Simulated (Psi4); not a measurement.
# UM06-L/def2-SVPD (core potential) run of SnH3O2 (SMILES [OH][SnH][OH])

Aim: the vertical electron affinity of SnH3O2 at UM06-L/def2-SVPD (core potential), from 2 runs. 

The calculation is run with Psi4 1.11.

1 further run of the same task is left out (set aside as unsound or not needed).

## (1) The molecule

The species is SnH3O2 (6 atoms), meant as a doublet with charge 0. SMILES: `[OH][SnH][OH]`. The shape is that of a PBE0-D4/def2-TZVP optimisation. This is one conformer, not always the lowest.

Bond lengths: O1–Sn2 1.978 Å, Sn2–O3 1.963 Å, O1–H4 0.960 Å, Sn2–H5 1.748 Å, O3–H6 0.962 Å. Angles: O1–Sn2–O3 99.7°, O1–Sn2–H5 110.6°, O3–Sn2–H5 104.3°, Sn2–O1–H4 115.0°, Sn2–O3–H6 112.0°.

## (2) A single-point energy at UM06-L/def2-SVPD (core potential)

The input, h3o2sn.in:

```
memory 2200 mb

molecule {
  0 2
  O     -1.248300    -0.684700    -0.233400
  Sn     0.417000     0.302500    -0.639600
  O      1.413900    -0.038300     1.016700
  H     -1.852000    -0.783400    -0.973600
  H      0.128600     2.026100    -0.624300
  H      1.182700    -0.886000     1.408100
  symmetry c1
}

set {
  basis def2-SVPD
  reference uks
  puream true
  e_convergence 1e-09
  d_convergence 1e-08
  scf_type pk
  dft_radial_points 99
  dft_spherical_points 590
  maxiter 100
}

E, wfn = energy("m06-l", return_wfn=True)
oeprop(wfn, "MAYER_INDICES", "WIBERG_LOWDIN_INDICES", "DIPOLE")
```

On the command line:

```console
$ psi4 -n 1 h3o2sn.in h3o2sn.out
```

h3o2sn.out:

```text
[...]
    !!!  WARNING: ECP capability is in beta. Please check occupations closely.  !!!
[...]
  Running in c1 symmetry.
[...]
  Nuclear repulsion =  136.297544318308439
[...]
  Multiplicity = 2
[...]
  Nalpha       = 21
  Nbeta        = 20
[...]
    Number of basis functions: 102
[...]
   @UKS iter   1:  -366.01292490267178   -9.29912e-01   1.14191e-02 DIIS/ADIIS
[...]
   @UKS iter  14:  -366.57291915138080   -1.04023e-11   5.88650e-09 DIIS
[...]
   @S^2 Observed:                7.529105877E-01
[...]
    Orbital Energies [Eh]
    ---------------------
    Alpha Occupied:
       1A    -18.970820     2A    -18.967281     3A     -5.034425
       4A     -3.388245     5A     -3.387556     6A     -3.385207
       7A     -1.014775     8A     -1.002605     9A     -0.989839
      10A     -0.988866    11A     -0.988228    12A     -0.931318
      13A     -0.908629    14A     -0.493431    15A     -0.436818
      16A     -0.383962    17A     -0.324251    18A     -0.307619
      19A     -0.284679    20A     -0.276232    21A     -0.193363
    Alpha Virtual:
      22A     -0.020901    23A     -0.005715    24A      0.019611
      25A      0.036872    26A      0.067593    27A      0.086258
[...]
  @UKS Final Energy:  -366.57291915138080
   => Energetics <=
    Nuclear Repulsion Energy =            136.2975443183084394
    One-Electron Energy =                -857.1759264241170513
    Two-Electron Energy =                 390.8430201756841598
    DFT Exchange-Correlation Energy =     -36.5375572212562858
    Empirical Dispersion Energy =           0.0000000000000000
    VV10 Nonlocal Energy =                  0.0000000000000000
    Total Energy =                       -366.5729191513808018
[...]
 Multipole Moments:
 ------------------------------------------------------------------------------------
     Multipole            Electronic (a.u.)      Nuclear  (a.u.)        Total (a.u.)
 ------------------------------------------------------------------------------------
 L = 1.  Multiply by 2.5417464519 to convert [e a0] to [Debye]
 Dipole X            :          7.0195321           -7.2405098           -0.2209777
 Dipole Y            :         10.1053938          -10.2161760           -0.1107821
 Dipole Z            :        -17.9805773           17.0770848           -0.9034925
 Magnitude           :                                                    0.9366976
[...]
```

Wall time 35 s (1 thread of Intel Xeon 6975P-C (Granite Rapids), shared host); peak memory 1.2 GiB.

## (3) The singlet anion: energy and gradient at M06-L/def2-SVPD (core potential)

The input, job.py:

```python
import psi4

psi4.set_memory(2200000000)
psi4.set_num_threads(1)
psi4.core.set_output_file('run.log', False)

geom = psi4.geometry("""
-1 1
O     -2.35894512    -1.29389548    -0.44106208
Sn     0.78801579     0.57164215    -1.20866883
O      2.67188377    -0.07237651     1.92128455
H     -3.49977278    -1.48041145    -1.83983735
H      0.24301878     3.82877410    -1.17975602
H      2.23497909    -1.67429735     2.66092336
units bohr
symmetry c1
""")

psi4.set_options({
    'basis': 'def2-SVPD',
    'reference': 'rks',
    'puream': True,
    'e_convergence': 1e-09,
    'd_convergence': 1e-08,
    'scf_type': 'pk',
    'dft_radial_points': 99,
    'dft_spherical_points': 590,
})

energy_value = psi4.gradient("m06-l")
print('gradient / Eh bohr^-1')
print(energy_value.np.round(6))
```

On the command line:

```console
$ python job.py
```

run.log:

```text
[...]
    !!!  WARNING: ECP capability is in beta. Please check occupations closely.  !!!
[...]
  Running in c1 symmetry.
[...]
  Nuclear repulsion =  136.297544404421785
[...]
  Multiplicity = 1
[...]
  Nalpha       = 21
  Nbeta        = 21
[...]
    Number of basis functions: 102
[...]
   @RKS iter   1:  -365.89436158728830   -8.10711e-01   1.24330e-02 DIIS/ADIIS
[...]
   @RKS iter  14:  -366.62558682732384   -9.66338e-12   8.30575e-09 DIIS
[...]
    Orbital Energies [Eh]
    ---------------------
    Doubly Occupied:
       1A    -18.755545     2A    -18.755166     3A     -4.789194
       4A     -3.144063     5A     -3.141974     6A     -3.138630
       7A     -0.781219     8A     -0.766126     9A     -0.745325
      10A     -0.742982    11A     -0.741562    12A     -0.711300
      13A     -0.690226    14A     -0.277975    15A     -0.233006
      16A     -0.164492    17A     -0.107496    18A     -0.095810
      19A     -0.077549    20A     -0.068917    21A      0.047436
[...]
  @RKS Final Energy:  -366.62558682732384
   => Energetics <=
    Nuclear Repulsion Energy =            136.2975444044217852
    One-Electron Energy =                -866.3568848095372914
    Two-Electron Energy =                 400.2167899697466282
    DFT Exchange-Correlation Energy =     -36.7830363919549299
    Empirical Dispersion Energy =           0.0000000000000000
    VV10 Nonlocal Energy =                  0.0000000000000000
    Total Energy =                       -366.6255868273238434
[...]
 Multipole Moments:
 ------------------------------------------------------------------------------------
     Multipole            Electronic (a.u.)      Nuclear  (a.u.)        Total (a.u.)
 ------------------------------------------------------------------------------------
 L = 1.  Multiply by 2.5417464519 to convert [e a0] to [Debye]
 Dipole X            :          6.8312090           -7.2405098           -0.4093008
 Dipole Y            :          9.9085069          -10.2161759           -0.3076690
 Dipole Z            :        -17.1919782           17.0770848           -0.1148933
 Magnitude           :                                                    0.5247741
[...]
  -Total Gradient:
     Atom            X                  Y                   Z
    ------   -----------------  -----------------  -----------------
       1        0.047001857216     0.017929755422    -0.022385250096
       2       -0.037980620310     0.002428008212     0.088745110820
       3       -0.015985663939     0.005311682725    -0.050729238368
       4       -0.004164191985    -0.000880553737    -0.000745317265
       5        0.010999881767    -0.023164927824    -0.015508046576
       6       -0.000083420413    -0.002055377869     0.001359703476
[...]
```

Standard output:

```text
gradient / Eh bohr^-1
[[ 4.7002e-02  1.7930e-02 -2.2385e-02]
 [-3.7981e-02  2.4280e-03  8.8745e-02]
 [-1.5986e-02  5.3120e-03 -5.0729e-02]
 [-4.1640e-03 -8.8100e-04 -7.4500e-04]
 [ 1.1000e-02 -2.3165e-02 -1.5508e-02]
 [-8.3000e-05 -2.0550e-03  1.3600e-03]]
```

Run time: 29 s. Hardware: 1 thread of Intel Xeon 6975P-C (Granite Rapids), shared host; peak memory 1.1 GiB.

## (4) What came out

Level: UM06-L/def2-SVPD (core potential).

```
                                                            quantity          value
                                        doublet SnH3O2: total energy  -366.57292 Eh
                                       doublet SnH3O2: dipole moment         2.38 D
                  doublet SnH3O2: HOMO energy (highest over α and β)       -5.26 eV
                   doublet SnH3O2: LUMO energy (lowest over α and β)       -4.34 eV
                                                doublet SnH3O2: ⟨S²⟩          0.753
                                         singlet anion: total energy  -366.62559 Eh
                                          singlet anion: HOMO energy        1.29 eV
                                          singlet anion: LUMO energy        4.49 eV
singlet anion: HOMO–LUMO gap (to an unbound level, set by the basis)        3.20 eV
                             singlet anion: largest force on an atom     4.965 eV/Å
                   vertical electron affinity (to the singlet anion)       1.433 eV
```

What this shows: At fixed nuclei the extra electron is bound by 1.43 eV (138 kJ/mol). The HOMO (singlet anion) lies at positive energy, 1.29 eV, as semi-local functionals often give for anions; only total energies tell whether the electron is bound.
